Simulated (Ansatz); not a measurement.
# BrClH: the cost of one run

The runs use Ansatz 0.2.0, Gaussian basis; cc-pVTZ, all electrons in the functionals, frozen cores in the correlation of double hybrids and RPA.

To be run: wB97M-V, B2PLYP, RPA-PBE, at 1.279 Å; 1.329 Å; 1.428 Å; 1.528 Å; 1.627 Å.

**1. The system**

The geometry derives from fragments relaxed apart (PBE0/def2-TZVP) and kept rigid, so it is no stationary point. A hydrogen atom is moved between rigid fragments. No spin-orbit coupling is included. The filled d shell of Br may be among the frozen orbitals whatever the setting's name suggests; the logs give the count.

3 atoms, charge 0, spin multiplicity 2.

Atoms are counted from 1 here; the program's logs count them from 0.

Bond lengths: Cl1–H2 1.279 Å.

No dispersion term is added; wB97M-V holds VV10 nonlocal correlation.

The geometry shown and the zero of energy belong to the point 1.279 Å. The yardstick, UCCSDT(Q), and other wave-function levels (R restricted, U unrestricted, valence and pair active spaces) come from earlier runs.

**2. wB97M-V, 1.279 Å**

Contents of in.yaml:

```yaml
crystal:
  periodic: [false, false, false]
  atoms:
    - {symbol: Cl, position_ang: [0.000000, 0.000000, -1.478600]}
    - {symbol: H, position_ang: [0.000000, 0.000000, -0.199800]}
    - {symbol: Br, position_ang: [0.000000, 0.000000, 1.678400]}
basis:
  gaussian: {orbitals: cc-pVTZ}
magnetization: {spin_polarized: true, initial_magnetization: 1}
hamiltonian: {xc: {name: wB97M-V}}
output: {forces: true, orbitals: {seedname: orbitals}}
```

On the command line:

```
$ ansatz run in.yaml --threads 1 --pin off --events-out ev --progress --plain --max-ram 2560MiB --backend cpu
```

**Question.** How long does this run take on 1 thread of AMD EPYC 7R13, shared host, and how much memory does it need?

About 26 s, with a peak of 0.34 GiB.
